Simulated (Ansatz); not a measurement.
Born–Oppenheimer molecular dynamics of a periodic cell of 13 atoms, Tc₁₂H (host Tc, host structure hcp, interstitial H). It goes on from the last frame of an earlier run, with new velocities.

The calculation used Ansatz 0.2.0, DFT PBE, scalar-relativistic, plane waves, PAW. Settings: accuracy low, cutoff 600 eV, k mesh 3x2x3, fermi-dirac smearing 0.05 eV, no spin polarisation.

```json
{
  "ensemble": "NVE (velocity Verlet)",
  "time step": "0.5 fs",
  "steps asked": "160",
  "starting velocities drawn for": "1260 K",
  "seed": "464583"
}
```

Frames 5 fs apart, positions in Å, forces in eV/Å.

Velocities at 10 fs (Å/ps):

```
Tc -4.27 1.56 -4.37
Tc -2.74 5.23 5.61
Tc 2.81 -0.83 -2.29
Tc 0.44 -0.09 2.14
Tc -2.49 4.90 -2.80
Tc 0.37 2.04 -3.82
Tc 0.58 -0.24 1.02
Tc -3.82 -3.23 -5.01
Tc -0.95 -2.19 3.53
Tc 2.37 -1.34 1.74
Tc 4.20 -3.61 3.79
Tc 3.95 -2.15 0.53
H -44.98 -4.21 -6.13
```

```xyz
13
Lattice="5.4800 0.0000 0.0000 -4.1100 7.1187 0.0000 0.0000 0.0000 4.3950" Properties=species:S:1:pos:R:3:forces:R:3 time_fs=10 energy_less_start_eV=0.184 T=1141
Tc -0.054 0.083 -0.058 1.50 -1.94 0.67
Tc 0.091 1.696 2.205 -0.73 -1.29 -0.77
Tc -1.216 2.221 -0.029 -1.98 2.18 0.03
Tc -1.417 3.913 2.244 1.24 0.65 0.14
Tc -2.760 4.704 -0.070 0.69 1.16 0.75
Tc -2.757 6.350 2.181 0.11 0.16 -0.02
Tc 2.776 -0.045 0.062 -0.93 0.22 -0.70
Tc 2.752 1.578 2.186 0.41 -0.80 0.73
Tc 1.375 2.351 -0.069 0.42 -0.33 0.54
Tc 1.415 3.991 2.258 -0.98 0.14 -0.08
Tc 0.032 4.757 0.203 -0.53 -0.22 -1.86
Tc -0.012 6.329 2.235 0.13 0.08 0.22
H 2.613 3.148 0.981 0.65 -0.02 0.35
13
Lattice="5.4800 0.0000 0.0000 -4.1100 7.1187 0.0000 0.0000 0.0000 4.3950" Properties=species:S:1:pos:R:3:forces:R:3 time_fs=15 energy_less_start_eV=0.482 T=949
Tc -0.073 0.089 -0.079 1.71 -2.08 0.97
Tc 0.077 1.720 2.232 -0.64 -1.54 -1.25
Tc -1.204 2.220 -0.040 -2.34 2.37 0.28
Tc -1.413 3.913 2.254 1.08 0.68 -0.03
Tc -2.771 4.730 -0.083 0.93 0.80 1.00
Tc -2.755 6.360 2.162 0.08 0.04 0.12
Tc 2.778 -0.046 0.066 -0.97 0.16 -0.89
Tc 2.734 1.561 2.162 0.64 -0.62 1.08
Tc 1.371 2.340 -0.051 0.40 -0.48 0.13
Tc 1.425 3.984 2.266 -1.09 0.31 -0.01
Tc 0.052 4.739 0.220 -0.83 -0.02 -1.99
Tc 0.008 6.318 2.238 -0.11 0.13 0.16
H 2.497 3.142 1.004 1.14 0.25 0.41
13
Lattice="5.4800 0.0000 0.0000 -4.1100 7.1187 0.0000 0.0000 0.0000 4.3950" Properties=species:S:1:pos:R:3:forces:R:3 time_fs=20 energy_less_start_eV=0.556 T=901
Tc -0.088 0.089 -0.098 1.85 -2.12 1.22
Tc 0.060 1.741 2.256 -0.43 -1.71 -1.57
Tc -1.199 2.224 -0.051 -2.53 2.45 0.50
Tc -1.407 3.916 2.265 1.05 0.79 -0.07
Tc -2.781 4.758 -0.093 1.03 0.44 1.20
Tc -2.753 6.371 2.143 0.04 -0.09 0.27
Tc 2.777 -0.047 0.068 -0.98 0.13 -1.01
Tc 2.717 1.542 2.140 0.79 -0.46 1.39
Tc 1.368 2.327 -0.033 1.00 -0.03 0.35
Tc 1.433 3.979 2.275 -1.13 0.34 -0.08
Tc 0.070 4.721 0.232 -0.98 0.13 -2.10
Tc 0.027 6.308 2.241 -0.29 0.17 0.09
H 2.629 3.181 1.109 0.57 -0.03 -0.19
13
Lattice="5.4800 0.0000 0.0000 -4.1100 7.1187 0.0000 0.0000 0.0000 4.3950" Properties=species:S:1:pos:R:3:forces:R:3 time_fs=25 energy_less_start_eV=0.712 T=801
Tc -0.099 0.084 -0.113 1.87 -2.04 1.42
Tc 0.043 1.757 2.276 -0.18 -1.83 -1.81
Tc -1.199 2.235 -0.060 -2.58 2.36 0.72
Tc -1.398 3.920 2.276 1.35 1.09 0.26
Tc -2.787 4.787 -0.101 1.08 0.07 1.32
Tc -2.751 6.381 2.125 -0.04 -0.28 0.43
Tc 2.774 -0.047 0.068 -0.92 0.15 -1.09
Tc 2.702 1.522 2.122 0.95 -0.14 1.55
Tc 1.367 2.315 -0.013 1.22 0.18 0.27
Tc 1.439 3.974 2.283 -0.87 0.20 -0.30
Tc 0.086 4.703 0.238 -0.97 0.26 -2.15
Tc 0.046 6.298 2.245 -0.44 0.22 0.00
H 2.886 3.216 1.175 -0.48 -0.23 -0.62
13
Lattice="5.4800 0.0000 0.0000 -4.1100 7.1187 0.0000 0.0000 0.0000 4.3950" Properties=species:S:1:pos:R:3:forces:R:3 time_fs=30 energy_less_start_eV=0.846 T=715
Tc -0.105 0.074 -0.125 1.77 -1.82 1.57
Tc 0.026 1.769 2.291 0.02 -1.94 -2.01
Tc -1.206 2.251 -0.068 -2.39 2.07 0.83
Tc -1.385 3.926 2.287 1.15 1.19 0.26
Tc -2.791 4.816 -0.105 1.13 -0.29 1.33
Tc -2.748 6.391 2.108 -0.10 -0.46 0.60
Tc 2.769 -0.047 0.065 -0.77 0.16 -1.13
Tc 2.690 1.502 2.108 1.08 0.26 1.67
Tc 1.369 2.302 0.007 1.14 0.26 0.04
Tc 1.442 3.969 2.291 -0.65 0.11 -0.36
Tc 0.100 4.686 0.240 -0.98 0.40 -2.11
Tc 0.064 6.289 2.248 -0.56 0.26 -0.11
H 3.044 3.198 1.099 -0.86 -0.19 -0.57
13
Lattice="5.4800 0.0000 0.0000 -4.1100 7.1187 0.0000 0.0000 0.0000 4.3950" Properties=species:S:1:pos:R:3:forces:R:3 time_fs=35 energy_less_start_eV=0.838 T=720
Tc -0.107 0.060 -0.133 1.56 -1.48 1.68
Tc 0.008 1.776 2.302 0.15 -2.00 -2.18
Tc -1.218 2.272 -0.074 -1.86 1.59 0.74
Tc -1.371 3.936 2.299 0.44 0.87 -0.44
Tc -2.793 4.844 -0.106 1.21 -0.59 1.28
Tc -2.746 6.399 2.093 -0.12 -0.61 0.75
Tc 2.761 -0.047 0.059 -0.55 0.15 -1.14
Tc 2.680 1.483 2.098 1.19 0.55 1.82
Tc 1.374 2.291 0.027 0.91 0.35 -0.22
Tc 1.443 3.965 2.298 -0.52 0.08 -0.35
Tc 0.111 4.669 0.236 -1.10 0.48 -2.03
Tc 0.081 6.280 2.252 -0.67 0.31 -0.20
H 3.007 3.146 0.906 -0.64 0.31 0.29
13
Lattice="5.4800 0.0000 0.0000 -4.1100 7.1187 0.0000 0.0000 0.0000 4.3950" Properties=species:S:1:pos:R:3:forces:R:3 time_fs=40 energy_less_start_eV=0.838 T=720
Tc -0.105 0.042 -0.138 1.23 -1.04 1.71
Tc -0.009 1.779 2.307 0.18 -2.03 -2.15
Tc -1.236 2.298 -0.077 -1.67 1.34 0.89
Tc -1.354 3.948 2.309 0.16 0.75 -0.73
Tc -2.791 4.871 -0.104 1.22 -0.81 1.17
Tc -2.745 6.406 2.079 -0.14 -0.73 0.92
Tc 2.753 -0.046 0.050 -0.26 0.19 -1.12
Tc 2.673 1.465 2.093 1.28 0.75 1.96
Tc 1.381 2.280 0.046 0.32 0.30 -0.66
Tc 1.443 3.961 2.304 -0.41 0.02 -0.32
Tc 0.119 4.654 0.227 -1.24 0.55 -1.89
Tc 0.095 6.272 2.254 -0.76 0.39 -0.31
H 2.828 3.157 0.767 0.07 0.32 0.53
13
Lattice="5.4800 0.0000 0.0000 -4.1100 7.1187 0.0000 0.0000 0.0000 4.3950" Properties=species:S:1:pos:R:3:forces:R:3 time_fs=45 energy_less_start_eV=0.857 T=707
Tc -0.100 0.021 -0.137 0.84 -0.53 1.65
Tc -0.026 1.776 2.307 0.23 -2.01 -1.99
Tc -1.257 2.326 -0.079 -1.53 1.11 1.00
Tc -1.338 3.961 2.318 -0.01 0.64 -0.83
Tc -2.786 4.896 -0.100 1.17 -0.97 0.97
Tc -2.744 6.411 2.067 -0.13 -0.81 1.09
Tc 2.744 -0.045 0.038 0.04 0.23 -1.05
Tc 2.669 1.448 2.092 1.33 0.92 2.01
Tc 1.389 2.270 0.064 -0.29 0.15 -1.09
Tc 1.442 3.958 2.309 -0.29 -0.07 -0.29
Tc 0.124 4.640 0.213 -1.29 0.67 -1.68
Tc 0.108 6.265 2.256 -0.86 0.47 -0.43
H 2.669 3.243 0.755 0.78 0.20 0.65
13
Lattice="5.4800 0.0000 0.0000 -4.1100 7.1187 0.0000 0.0000 0.0000 4.3950" Properties=species:S:1:pos:R:3:forces:R:3 time_fs=50 energy_less_start_eV=0.731 T=789
Tc -0.092 -0.001 -0.133 0.50 0.07 1.54
Tc -0.042 1.768 2.302 0.33 -1.95 -1.75
Tc -1.282 2.357 -0.078 -1.15 0.71 0.99
Tc -1.321 3.976 2.325 -0.18 0.48 -0.89
Tc -2.779 4.918 -0.092 1.10 -1.23 0.76
Tc -2.743 6.414 2.059 -0.12 -0.85 1.22
Tc 2.735 -0.043 0.024 0.30 0.25 -0.93
Tc 2.668 1.434 2.096 1.29 1.12 1.93
Tc 1.396 2.260 0.080 -0.16 0.50 -1.08
Tc 1.441 3.953 2.313 -0.26 -0.15 -0.20
Tc 0.126 4.628 0.195 -1.18 0.80 -1.45
Tc 0.119 6.259 2.257 -0.94 0.56 -0.53
H 2.672 3.365 0.888 0.47 -0.33 0.39
13
Lattice="5.4800 0.0000 0.0000 -4.1100 7.1187 0.0000 0.0000 0.0000 4.3950" Properties=species:S:1:pos:R:3:forces:R:3 time_fs=55 energy_less_start_eV=0.618 T=862
Tc -0.084 -0.022 -0.125 0.21 0.62 1.38
Tc -0.058 1.756 2.293 0.45 -1.81 -1.44
Tc -1.310 2.390 -0.075 -0.74 0.21 0.91
Tc -1.305 3.993 2.330 -0.21 0.37 -0.82
Tc -2.768 4.938 -0.083 0.98 -1.74 0.75
Tc -2.742 6.415 2.053 -0.13 -0.87 1.31
Tc 2.727 -0.040 0.008 0.54 0.25 -0.78
Tc 2.671 1.423 2.105 1.20 1.32 1.78
Tc 1.403 2.252 0.092 -0.22 0.70 -1.09
Tc 1.439 3.949 2.317 -0.31 -0.20 -0.10
Tc 0.126 4.618 0.174 -0.91 0.92 -1.16
Tc 0.127 6.255 2.257 -1.00 0.64 -0.61
H 2.791 3.420 1.111 0.14 -0.39 -0.14
13
Lattice="5.4800 0.0000 0.0000 -4.1100 7.1187 0.0000 0.0000 0.0000 4.3950" Properties=species:S:1:pos:R:3:forces:R:3 time_fs=60 energy_less_start_eV=0.632 T=852
Tc -0.075 -0.043 -0.114 -0.03 1.02 1.20
Tc -0.072 1.739 2.280 0.57 -1.60 -1.09
Tc -1.340 2.424 -0.069 -0.34 -0.33 0.80
Tc -1.290 4.010 2.333 0.15 0.48 -0.51
Tc -2.756 4.953 -0.072 0.83 -2.08 0.71
Tc -2.741 6.414 2.050 -0.14 -0.90 1.37
Tc 2.720 -0.037 -0.011 0.77 0.27 -0.61
Tc 2.676 1.415 2.119 1.05 1.44 1.60
Tc 1.409 2.245 0.102 -0.47 0.74 -1.18
Tc 1.436 3.944 2.321 -0.17 -0.28 -0.17
Tc 0.122 4.610 0.150 -0.62 1.02 -0.80
Tc 0.133 6.252 2.255 -1.00 0.71 -0.67
H 2.930 3.380 1.299 -0.61 -0.48 -0.66
13
Lattice="5.4800 0.0000 0.0000 -4.1100 7.1187 0.0000 0.0000 0.0000 4.3950" Properties=species:S:1:pos:R:3:forces:R:3 time_fs=65 energy_less_start_eV=0.556 T=902
Tc -0.066 -0.060 -0.099 -0.23 1.33 0.99
Tc -0.085 1.718 2.265 0.67 -1.31 -0.73
Tc -1.370 2.457 -0.062 0.17 -0.80 0.57
Tc -1.274 4.028 2.334 -0.24 0.23 -0.81
Tc -2.741 4.963 -0.059 0.66 -2.26 0.61
Tc -2.741 6.410 2.051 -0.10 -0.93 1.36
Tc 2.714 -0.033 -0.030 0.96 0.27 -0.37
Tc 2.684 1.411 2.136 0.87 1.37 1.44
Tc 1.415 2.240 0.109 -0.80 0.78 -1.27
Tc 1.432 3.939 2.324 0.03 -0.35 -0.29
Tc 0.118 4.604 0.124 -0.46 1.12 -0.44
Tc 0.137 6.250 2.251 -0.97 0.76 -0.66
H 2.943 3.232 1.348 -0.55 -0.21 -0.41
```

Of the whole run (80 fs, mean temperature of the second half 839 K): The conserved energy stayed within 0.027 meV per atom of its start (net change -0.0065 meV per atom), so the integration is sound. A run of 0.08 ps of so small a system gives no equilibrium averages. Limits of this set-up: coarse k mesh, odd electron count without spin, a small cell, in which the defect meets its images, a typed lattice constant that wasn't relaxed here, low accuracy level.

Time of the run: 20 min on 2 threads of AMD EPYC 7B13 (Zen 3) (shared host), peak memory 1.1 GiB.
